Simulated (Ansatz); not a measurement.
# CH₅BSeSi: up Jacob's ladder to CCSD(T)

Aim: compute CH₅BSeSi with functionals from several rungs and with coupled cluster, and see how far each lands from CCSD(T) at the basis-set limit for the atomisation energy.

Program: Ansatz 0.2.0, Gaussian basis. Level of theory: functionals in def2-TZVPP, the program's frozen cores in correlated methods. These are calculated values, not measurements.

Levels to be run: PBE-D4, r2SCAN-D4, PBE0-D4, B3LYP-D4, ωB97X-V, ωB97M-V, B2PLYP; CCSD(T)/def2-TZVPP; MP2/def2-QZVPP; extrapolation to the limit.

## 1. The relaxed structure

An earlier PBE0-D4 in a triple-zeta def2 set relaxation fixed the geometry.

SMILES `[SeH][SiH]1BC1`, 9 atoms, charge 0, spin multiplicity 1.

Atoms are counted from 1 here; the program's logs count them from 0.

Bond lengths: Se1–Si2 2.267 Å, Se1–H5 1.468 Å, Si2–B3 1.886 Å, Si2–C4 2.093 Å, Si2–H6 1.479 Å, B3–C4 1.477 Å, B3–H7 1.187 Å, C4–H8 1.093 Å, C4–H9 1.090 Å. Angles: Si2–Se1–H5 93.1°, Se1–Si2–B3 124.5°, Se1–Si2–C4 130.0°, Se1–Si2–H6 108.4°, B3–Si2–C4 43.2°, B3–Si2–H6 126.9°, C4–Si2–H6 99.4°, Si2–B3–C4 75.9°, Si2–B3–H7 137.2°, C4–B3–H7 130.8°, Si2–C4–B3 60.9°, Si2–C4–H8 82.3°, Si2–C4–H9 143.8°, B3–C4–H8 125.9°, B3–C4–H9 122.8°, H8–C4–H9 110.4°.

## 2. PBE-D4 (GGA)

in.yaml reads:

```yaml
crystal:
  periodic: [false, false, false]
  atoms:
    - {symbol: Se, position_ang: [-1.457503, 0.108084, 2.170587]}
    - {symbol: Si, position_ang: [-0.664214, 0.352629, 0.061003]}
    - {symbol: B, position_ang: [1.037470, 1.045266, -0.366710]}
    - {symbol: C, position_ang: [1.101501, -0.363577, -0.804133]}
    - {symbol: H, position_ang: [-2.501754, -0.836923, 1.754680]}
    - {symbol: H, position_ang: [-1.647740, -0.228356, -0.878101]}
    - {symbol: H, position_ang: [1.852990, 1.732678, 0.153570]}
    - {symbol: H, position_ang: [0.396553, -0.859299, -1.476960]}
    - {symbol: H, position_ang: [1.971198, -0.996702, -0.631138]}
basis:
  gaussian: {orbitals: def2-TZVPP}
hamiltonian: {xc: pbe, dispersion: d4}
output: {forces: true, orbitals: {seedname: orbitals}}
```

Run with:

```console
> ansatz run in.yaml --threads 4 --pin off --events-out ev --progress --plain --max-ram 10444MiB
```

Output, shortened:

```text
Functional definition: PBE
  name "PBE"
  cite "Perdew, Burke & Ernzerhof, Phys. Rev. Lett. 77, 3865 (1996) doi:10.1103/PhysRevLett.77.3865"
  parent pbe
[...]
1319 factors; their error is unknown
[...]
mean field -75005.32848717 eV, -2756.3949814659 hartree, gradient 2.7e-5 eV, S^2 0.000000; 0 other end points of the search recorded, 0 dependent functions left out
[...]
reference -75005.32853044 eV, -2756.3949830562 hartree; 32, 32 occupied and 190, 190 virtual orbitals, 1319 factors
Total energy: -75005.53514527 eV, -2756.4025760111 hartree
Atom 0 at    -1.457503     0.108084     2.170587 Å, force     0.108569     0.137407     0.309725 eV/Å
Atom 1 at    -0.664214     0.352629     0.061003 Å, force    -0.117492     0.159469    -0.002887 eV/Å
Atom 2 at     1.037470     1.045266    -0.366710 Å, force     0.063360     0.151444    -0.012095 eV/Å
Atom 3 at     1.101501    -0.363577    -0.804133 Å, force     0.093839     0.015822    -0.062520 eV/Å
Atom 4 at    -2.501754    -0.836923     1.754680 Å, force    -0.191160    -0.169321    -0.079389 eV/Å
Atom 5 at    -1.647740    -0.228356    -0.878101 Å, force    -0.105297    -0.089380    -0.120476 eV/Å
Atom 6 at     1.852990     1.732678     0.153570 Å, force     0.086028     0.080672     0.067698 eV/Å
Atom 7 at     0.396553    -0.859299    -1.476960 Å, force    -0.130946    -0.146596    -0.112507 eV/Å
Atom 8 at     1.971198    -0.996702    -0.631138 Å, force     0.193099    -0.139517     0.012452 eV/Å
Dipole moment:    -0.191986    -0.269971    -0.081208 e Å
```

Run time: 2.5 s. Hardware: 4 threads of Arm Neoverse V1, shared host; peak memory 0.28 GiB.

With the free atoms at this level, -74974.224 eV in sum, the atomisation energy is 31.311 eV. HOMO -5.76 eV, LUMO -2.22 eV.

## 3. r2SCAN-D4 (meta-GGA)

Edit in.yaml of step 2 so:

```diff
@@ -14,3 +14,3 @@
   gaussian: {orbitals: def2-TZVPP}
-hamiltonian: {xc: pbe, dispersion: d4}
+hamiltonian: {xc: r2scan, dispersion: d4}
 output: {forces: true, orbitals: {seedname: orbitals}}
```

The command is unchanged.

Output, shortened:

```text
Functional definition: r2SCAN
  name "r2SCAN"
  cite "Furness, Kaplan, Ning, Perdew & Sun, J. Phys. Chem. Lett. 11, 8208 (2020) doi:10.1021/acs.jpclett.0c02405"
  cite "Furness, Kaplan, Ning, Perdew & Sun, J. Phys. Chem. Lett. 11, 9248 (2020) doi:10.1021/acs.jpclett.0c03077"
  parent r2scan
[...]
1319 factors; their error is unknown
[...]
mean field -75019.72456285 eV, -2756.9240274892 hartree, gradient 6.5e-5 eV, S^2 0.000000; 0 other end points of the search recorded, 0 dependent functions left out
[...]
reference -75019.72457565 eV, -2756.9240279596 hartree; 32, 32 occupied and 190, 190 virtual orbitals, 1319 factors
Total energy: -75019.77295624 eV, -2756.9258059132 hartree
Atom 0 at    -1.457503     0.108084     2.170587 Å, force    -0.036418    -0.019296     0.065324 eV/Å
Atom 1 at    -0.664214     0.352629     0.061003 Å, force    -0.083242     0.014070    -0.052294 eV/Å
Atom 2 at     1.037470     1.045266    -0.366710 Å, force     0.070844     0.076294     0.039575 eV/Å
Atom 3 at     1.101501    -0.363577    -0.804133 Å, force    -0.002556    -0.031535    -0.065668 eV/Å
Atom 4 at    -2.501754    -0.836923     1.754680 Å, force     0.007837     0.010517     0.005278 eV/Å
Atom 5 at    -1.647740    -0.228356    -0.878101 Å, force     0.008964     0.003579     0.013015 eV/Å
Atom 6 at     1.852990     1.732678     0.153570 Å, force    -0.015516    -0.024859    -0.018593 eV/Å
Atom 7 at     0.396553    -0.859299    -1.476960 Å, force     0.046169    -0.021853     0.025850 eV/Å
Atom 8 at     1.971198    -0.996702    -0.631138 Å, force     0.003918    -0.006917    -0.012488 eV/Å
Dipole moment:    -0.189483    -0.270396    -0.100752 e Å
```

Run time: 4.6 s. Hardware: 4 threads of Arm Neoverse V1, shared host; peak memory 0.31 GiB.

With the free atoms at this level, -74988.752 eV in sum, the atomisation energy is 31.020 eV. HOMO -5.95 eV, LUMO -2.00 eV.

## 4. PBE0-D4 (hybrid)

Edit in.yaml of step 3 so:

```diff
@@ -14,3 +14,3 @@
   gaussian: {orbitals: def2-TZVPP}
-hamiltonian: {xc: r2scan, dispersion: d4}
-output: {forces: true, orbitals: {seedname: orbitals}}
+hamiltonian: {xc: pbe0, dispersion: d4}
+output: {orbitals: {seedname: orbitals}}
```

Launched as before.

Output:

```text
Functional definition: PBE0
  name "PBE0"
  cite "Adamo & Barone, J. Chem. Phys. 110, 6158 (1999) doi:10.1063/1.478522"
  cite "Perdew, Burke & Ernzerhof, Phys. Rev. Lett. 77, 3865 (1996) doi:10.1103/PhysRevLett.77.3865"
  parent pbe
  parameter a = 0.25
  parameter kappa = 0.804
  parameter beta = 0.06672455060314922
  exchange = (1 - a)*pbe_x(kappa = kappa, mu = beta*pi^2/3) + a*exact_x
  correlation = pbe_c(beta = beta)
1347 factors; their error is unknown
mean field evaluation 1: about -75000.0684 eV, gradient 5.6e1 eV
mean field evaluation 2: about -74984.3580 eV, gradient 8.5e1 eV
mean field evaluation 4: about -75007.9886 eV, gradient 5.7e0 eV
mean field evaluation 8: about -75008.0700 eV, gradient 1.1e-1 eV
mean field evaluation 16: about -75008.4969 eV, gradient 4.4e-4 eV
mean field -75008.49688097 eV, -2756.5114177905 hartree, gradient 5.7e-5 eV, S^2 0.000000; 0 other end points of the search recorded, 0 dependent functions left out
reference -75008.49691325 eV, -2756.5114189766 hartree; 32, 32 occupied and 190, 190 virtual orbitals, 1347 factors
Total energy: -75008.67281870 eV, -2756.5178833827 hartree
```

Wall time 3.1 s (4 threads of Arm Neoverse V1, shared host); peak memory 0.56 GiB.

With the free atoms at this level, -74977.801 eV in sum, the atomisation energy is 30.872 eV. HOMO -6.76 eV, LUMO -1.33 eV.

## 5. B3LYP-D4 (hybrid)

B3LYP here takes the VWN-RPA correlation.

Edit in.yaml of step 4 so:

```diff
@@ -14,3 +14,3 @@
   gaussian: {orbitals: def2-TZVPP}
-hamiltonian: {xc: pbe0, dispersion: d4}
-output: {orbitals: {seedname: orbitals}}
+hamiltonian: {xc: {name: B3LYP}, dispersion: d4}
+output: {forces: true, orbitals: {seedname: orbitals}}
```

The command is unchanged.

Output, shortened:

```text
Functional definition: B3LYP
  name "B3LYP"
  cite "Stephens, Devlin, Chabalowski & Frisch, J. Phys. Chem. 98, 11623 (1994) doi:10.1021/j100096a001"
  cite "Becke, Phys. Rev. A 38, 3098 (1988) doi:10.1103/PhysRevA.38.3098"
  cite "Lee, Yang & Parr, Phys. Rev. B 37, 785 (1988) doi:10.1103/PhysRevB.37.785"
  cite "Vosko, Wilk & Nusair, Can. J. Phys. 58, 1200 (1980) doi:10.1139/p80-159"
[...]
1344 factors; their error is unknown
[...]
mean field -75023.58556788 eV, -2757.0659168069 hartree, gradient 3.3e-5 eV, S^2 0.000000; 0 other end points of the search recorded, 0 dependent functions left out
[...]
reference -75023.58583979 eV, -2757.0659267995 hartree; 32, 32 occupied and 190, 190 virtual orbitals, 1344 factors
Total energy: -75023.92320273 eV, -2757.0783246587 hartree
Atom 0 at    -1.457503     0.108084     2.170587 Å, force    -0.040230     0.001518     0.194297 eV/Å
Atom 1 at    -0.664214     0.352629     0.061003 Å, force    -0.179552     0.095568    -0.149450 eV/Å
Atom 2 at     1.037470     1.045266    -0.366710 Å, force     0.091607    -0.000004     0.034573 eV/Å
Atom 3 at     1.101501    -0.363577    -0.804133 Å, force     0.134066    -0.106517    -0.131443 eV/Å
Atom 4 at    -2.501754    -0.836923     1.754680 Å, force    -0.048369    -0.035370     0.009116 eV/Å
Atom 5 at    -1.647740    -0.228356    -0.878101 Å, force     0.062379     0.041906     0.064952 eV/Å
Atom 6 at     1.852990     1.732678     0.153570 Å, force    -0.091865    -0.072177    -0.056165 eV/Å
Atom 7 at     0.396553    -0.859299    -1.476960 Å, force     0.122007     0.037604     0.052429 eV/Å
Atom 8 at     1.971198    -0.996702    -0.631138 Å, force    -0.050043     0.037473    -0.018311 eV/Å
Dipole moment:    -0.202863    -0.245786    -0.090399 e Å
```

Wall time 4.6 s (4 threads of Arm Neoverse V1, shared host); peak memory 0.62 GiB.

With the free atoms at this level, -74993.272 eV in sum, the atomisation energy is 30.652 eV. HOMO -6.54 eV, LUMO -1.50 eV.

## 6. ωB97X-V (range-separated)

Edit in.yaml of step 5 so:

```diff
@@ -14,3 +14,3 @@
   gaussian: {orbitals: def2-TZVPP}
-hamiltonian: {xc: {name: B3LYP}, dispersion: d4}
-output: {forces: true, orbitals: {seedname: orbitals}}
+hamiltonian: {xc: {name: wB97X-V}}
+output: {orbitals: {seedname: orbitals}}
```

Launched as before.

Output, shortened:

```text
Functional definition: wB97X-V
  name "wB97X-V"
  cite "Mardirossian & Head-Gordon, Phys. Chem. Chem. Phys. 16, 9904 (2014) doi:10.1039/C3CP54374A"
  cite "Becke, J. Chem. Phys. 107, 8554 (1997) doi:10.1063/1.475007"
  cite "Vydrov & Van Voorhis, J. Chem. Phys. 133, 244103 (2010) doi:10.1063/1.3521275"
[...]
      + integral(e_c_pw_opposite_spin*poly(b97_u_opposite, cos0, cos1)) + vv10(b, c)
1344 factors; their error is unknown
303 factors; integrals over basis functions are off by at most 9.3e-6 eV
[...]
mean field -75014.02976005 eV, -2756.7147473464 hartree, gradient 6.6e-5 eV, S^2 0.000000; 0 other end points of the search recorded, 0 dependent functions left out
reference -75014.02975792 eV, -2756.7147472679 hartree; 32, 32 occupied and 190, 190 virtual orbitals, 1344 factors
Total energy: -75014.02975792 eV, -2756.7147472679 hartree
```

Wall time 7.5 s (4 threads of Arm Neoverse V1, shared host); peak memory 0.69 GiB.

Atomisation energy: 30.752 eV (free atoms -74983.278 eV, run apart). HOMO -8.92 eV, LUMO 0.78 eV.

## 7. ωB97M-V (range-separated)

Edit in.yaml of step 6 so:

```diff
@@ -14,3 +14,3 @@
   gaussian: {orbitals: def2-TZVPP}
-hamiltonian: {xc: {name: wB97X-V}}
-output: {orbitals: {seedname: orbitals}}
+hamiltonian: {xc: {name: wB97M-V}}
+output: {forces: true, orbitals: {seedname: orbitals}}
```

Launched as before.

Output, shortened:

```text
Functional definition: wB97M-V
  name "wB97M-V"
  cite "Mardirossian & Head-Gordon, J. Chem. Phys. 144, 214110 (2016) doi:10.1063/1.4952647"
  cite "Becke, J. Chem. Phys. 107, 8554 (1997) doi:10.1063/1.475007"
  cite "Vydrov & Van Voorhis, J. Chem. Phys. 133, 244103 (2010) doi:10.1063/1.3521275"
  # Of w^i u^j: cxij and so on, Table III.
[...]
  gx(w, u) = 1 - cx + cx01*u + cx10*w
  gss(w, u) = css00 + css04*u^4 + css10*w + css20*w^2 + css43*w^4*u^3
  gos(w, u) = cos00 + cos10*w + (cos20 + cos21*u)*w^2 + (cos60 + cos61*u)*w^6
[...]
      + integral(e_c_pw_mod_opposite_spin*gos(b97_w_opposite, b97_u_opposite)) + vv10(b, c)
1330 factors; their error is unknown
303 factors; integrals over basis functions are off by at most 9.3e-6 eV
[...]
Total energy: -75016.50046532 eV, -2756.8055440902 hartree
Atom 0 at    -1.457503     0.108084     2.170587 Å, force    -0.063585    -0.074180    -0.077239 eV/Å
Atom 1 at    -0.664214     0.352629     0.061003 Å, force    -0.067221    -0.024251    -0.104776 eV/Å
Atom 2 at     1.037470     1.045266    -0.366710 Å, force     0.024746    -0.003368     0.058271 eV/Å
Atom 3 at     1.101501    -0.363577    -0.804133 Å, force     0.039528    -0.072749     0.014073 eV/Å
Atom 4 at    -2.501754    -0.836923     1.754680 Å, force     0.083017     0.068712     0.028088 eV/Å
Atom 5 at    -1.647740    -0.228356    -0.878101 Å, force     0.104969     0.071237     0.123392 eV/Å
Atom 6 at     1.852990     1.732678     0.153570 Å, force    -0.097689    -0.094346    -0.070435 eV/Å
Atom 7 at     0.396553    -0.859299    -1.476960 Å, force     0.056539     0.051444     0.055740 eV/Å
Atom 8 at     1.971198    -0.996702    -0.631138 Å, force    -0.080305     0.077499    -0.027114 eV/Å
Dipole moment:    -0.210929    -0.244157    -0.098500 e Å
```

Run time: 12 s. Hardware: 4 threads of Arm Neoverse V1, shared host; peak memory 0.8 GiB.

Atomisation energy: 30.709 eV (free atoms -74985.791 eV, run apart). HOMO -8.79 eV, LUMO 0.58 eV.

## 8. B2PLYP (double hybrid)

Edit in.yaml of step 7 so:

```diff
@@ -14,3 +14,2 @@
   gaussian: {orbitals: def2-TZVPP}
-hamiltonian: {xc: {name: wB97M-V}}
-output: {forces: true, orbitals: {seedname: orbitals}}
+hamiltonian: {xc: {name: B2PLYP}}
```

The command is unchanged.

Output, shortened:

```text
Functional definition: B2PLYP
  name "B2PLYP"
  cite "Grimme, J. Chem. Phys. 124, 034108 (2006) doi:10.1063/1.2148954"
  cite "Becke, Phys. Rev. A 38, 3098 (1988) doi:10.1103/PhysRevA.38.3098"
  cite "Lee, Yang & Parr, Phys. Rev. B 37, 785 (1988) doi:10.1103/PhysRevB.37.785"
[...]
1325 factors; integrals over basis functions are off by at most 1.0e-3 eV
[...]
mean field -75000.39629936 eV, -2756.2137269070 hartree, gradient 4.8e-6 eV, S^2 0.000000; 0 other end points of the search recorded, 0 dependent functions left out
16 core orbitals not correlated: weight in the atoms' cores, before any rotation towards them, 1.000 or more for the frozen orbitals, at most 0.000 for the correlated occupied ones
reference -75000.39647106 eV, -2756.2137332169 hartree; 16, 16 occupied and 190, 190 virtual orbitals, 1325 factors
second order -22.22674011 eV of doubles, -0.00000000 eV of singles
Total energy: -75006.39769089 eV, -2756.4342739779 hartree
```

It took 6 s on 4 threads of Arm Neoverse V1, shared host; peak memory 0.55 GiB.

Atomisation energy: 30.264 eV (free atoms -74976.134 eV, run apart).

## 9. Orbital energies across the functionals

Dipoles come from the runs that computed forces. Levels are read from the orbital files that the runs wrote:

```
functional  HOMO (eV)  LUMO (eV)  gap (eV)  dipole (D)
    PBE-D4      -5.76      -2.22      3.54        1.64
 r2SCAN-D4      -5.95      -2.00      3.95        1.66
   PBE0-D4      -6.76      -1.33      5.42            
  B3LYP-D4      -6.54      -1.50      5.04        1.59
   ωB97X-V      -8.92       0.78      9.69            
   ωB97M-V      -8.79       0.58      9.37        1.62
```

## 10. CCSD(T) in def2-TZVPP

Edit in.yaml of step 8 so:

```diff
@@ -14,2 +14,2 @@
   gaussian: {orbitals: def2-TZVPP}
-hamiltonian: {xc: {name: B2PLYP}}
+correlation: {method: ccsd_t}
```

Same command.

Output, shortened:

```text
Functional definition: HF
  name "HF"
  cite "Fock, Z. Phys. 61, 126 (1930) doi:10.1007/BF01340294"
  parent pbe
[...]
1325 factors; integrals over basis functions are off by at most 1.0e-3 eV
[...]
mean field -74946.18890754 eV, -2754.2216420007 hartree, gradient 8.4e-6 eV, S^2 0.000000; 0 other end points of the search recorded, 0 dependent functions left out
16 core orbitals not correlated: weight in the atoms' cores, before any rotation towards them, 1.000 or more for the frozen orbitals, at most 0.000 for the correlated occupied ones
reference -74946.18890754 eV, -2754.2216420007 hartree; 16, 16 occupied and 190, 190 virtual orbitals, 1325 factors
second order -18.17398182 eV of doubles, -0.00000000 eV of singles
cycle   1  -18.59478380 eV  change   -4.2e-1 eV  update   9.9e-2
[...]
cycle  10  -19.18314063 eV  change    3.0e-5 eV  update   1.8e-5
perturbative correction -0.87272370 eV, -0.0320720043 hartree
Total energy: -74966.24477187 eV, -2754.9586814203 hartree
```

Wall time 1.8 min (4 threads of Arm Neoverse V1, shared host); peak memory 3.4 GiB.

## 11. MP2 in def2-QZVPP

Edit in.yaml of step 10 so:

```diff
@@ -13,3 +13,3 @@
 basis:
-  gaussian: {orbitals: def2-TZVPP}
-correlation: {method: ccsd_t}
+  gaussian: {orbitals: "def2-QZVPP.json"}
+correlation: {method: mp2}
```

Launched as before.

Output:

```text
Functional definition: HF
  name "HF"
  cite "Fock, Z. Phys. 61, 126 (1930) doi:10.1007/BF01340294"
  parent pbe
  exchange = exact_x
  correlation = 0
2562 factors; integrals over basis functions are off by at most 6.9e-4 eV
mean field evaluation 1: about -74943.8953 eV, gradient 3.5e1 eV
mean field evaluation 2: about -74944.0299 eV, gradient 3.5e1 eV
mean field evaluation 4: about -74947.7159 eV, gradient 3.7e0 eV
mean field evaluation 8: about -74947.7913 eV, gradient 3.4e-1 eV
mean field evaluation 16: about -74947.7922 eV, gradient 1.3e-6 eV
mean field -74947.79216399 eV, -2754.2805605886 hartree, gradient 1.3e-6 eV, S^2 0.000000; 0 other end points of the search recorded, 0 dependent functions left out
16 core orbitals not correlated: weight in the atoms' cores, before any rotation towards them, 1.000 or more for the frozen orbitals, at most 0.000 for the correlated occupied ones
reference -74947.79216399 eV, -2754.2805605886 hartree; 16, 16 occupied and 391, 391 virtual orbitals, 2562 factors
second order -27.13104719 eV of doubles, -0.00000000 eV of singles
Total energy: -74974.92321118 eV, -2755.2776081827 hartree
```

Run time: 24 s. Hardware: 4 threads of Arm Neoverse V1, shared host; peak memory 2.2 GiB.

Energy pieces by basis (eV):

```
     basis           HF  MP2 correlation  CCSD correlation      (T)              total
def2-TZVPP  -74946.1889         -18.1740          -19.1831  -0.8727        -74966.2448
def2-QZVPP  -74947.7922         -27.1310                             -74974.9232 (MP2)
```

The report of the def2-TZVPP run gives T1 = 0.0119.

## 12. From triple and quadruple zeta to the limit

This step is arithmetic on the last runs, with X = 3 and 4: exp(−7.88√X) for Hartree-Fock, X^−2.97 for correlation; only MP2 was run in the larger set, so CCSD(T) minus MP2 is added from the smaller one.

| level | energy at the limit (eV) |
| --- | --- |
| HF | -74948.0130 |
| MP2 | -74981.7789 |
| CCSD | -74982.7881 |
| CCSD(T) | -74983.6608 |

This is no true limit for total energies: MP2 correlation changes by a factor of 1.49 from triple to quadruple zeta (about 1.07 in light molecules), because outer-core shells are correlated in sets not made for them. Much of that cancels between molecule and atoms or ions.

## 13. The ladder

Atomisation energy = energies of 1 Se, 1 Si, 1 B, 1 C, 5 H (separate runs, same level) minus the molecule's; electronic only, no spin-orbit term.

Differences are taken before rounding.

| method | rung | atoms, summed (eV) | atomisation energy (eV) | from CCSD(T)/CBS (eV) | time |
| --- | --- | --- | --- | --- | --- |
| PBE-D4 | GGA | -74974.224 | 31.311 | +0.689 | 2.5 s |
| r2SCAN-D4 | meta-GGA | -74988.752 | 31.020 | +0.398 | 4.6 s |
| PBE0-D4 | hybrid | -74977.801 | 30.872 | +0.249 | 3.1 s |
| B3LYP-D4 | hybrid | -74993.272 | 30.652 | +0.029 | 4.6 s |
| ωB97X-V | range-separated | -74983.278 | 30.752 | +0.129 | 7.5 s |
| ωB97M-V | range-separated | -74985.791 | 30.709 | +0.087 | 12 s |
| B2PLYP | double hybrid | -74976.134 | 30.264 | -0.358 | 6 s |
| HF/def2-TZVPP | wavefunction | -74923.882 | 22.307 | -8.316 |  |
| MP2/def2-TZVPP | wavefunction | -74934.197 | 30.166 | -0.457 |  |
| CCSD/def2-TZVPP | wavefunction | -74936.120 | 29.252 | -1.371 |  |
| CCSD(T)/def2-TZVPP | wavefunction | -74936.452 | 29.792 | -0.830 | 1.8 min |
| MP2/CBS | wavefunction | -74950.783 | 30.996 | +0.373 |  |
| CCSD(T)/CBS | wavefunction | -74953.038 | 30.623 | 0 | 2.2 min |

Among the levels timed on like hardware and quicker than the yardstick, those that no quicker one beats, quickest first: PBE-D4 (2.5 s, +0.689 eV); PBE0-D4 (3.1 s, +0.249 eV); B3LYP-D4 (4.6 s, +0.029 eV).

B2PLYP carry no dispersion term (for B3LYP, D4 adds 0.337 eV).

Times are those of the molecule's run; HF, MP2 and CCSD come out of the CCSD(T) runs, and the limit's time is the sum of the runs that it needs.

## 14. Outcome

```
                               quantity                                value
        atomisation energy, CCSD(T)/CBS                            30.623 eV
    functionals within 0.306 eV (1.0 %)  PBE0-D4, B3LYP-D4, ωB97X-V, ωB97M-V
                               farthest                   PBE-D4 (+0.689 eV)
             mean size of error, hybrid                             0.139 eV
    mean size of error, range-separated                             0.108 eV
              gap, smallest and largest  3.54 eV (PBE-D4), 9.69 eV (ωB97X-V)
                          T1 diagnostic                               0.0119
triples share of the correlation energy                                4.4 %
```

What this shows: PBE-D4 misses by +0.689 eV. Double hybrids carry the basis error of their MP2 part in triple zeta, and no dispersion term here, so their miss is partly the set-up's. Misses under about 0.306 eV are within the doubt on the reference itself, which lacks core-valence correlation, relativity and higher excitations, and its outer-core shells are covered unevenly. All levels share the lack of spin-orbit coupling, which lowers the free heavy atoms and so the true binding. Hartree-Fock recovers 73 % of the binding; the rest is correlation. Orbital gaps span 3.5 to 9.7 eV; exact exchange widens them. Correlated methods include outer-core shells of Se, which these sets cover unevenly.

B3LYP-D4 reaches 0.029 eV from the reference in 4.6 s, where CCSD(T)/CBS took 2.2 min; the quickest level in the cost chart, PBE-D4, takes 2.5 s and misses by 0.689 eV.
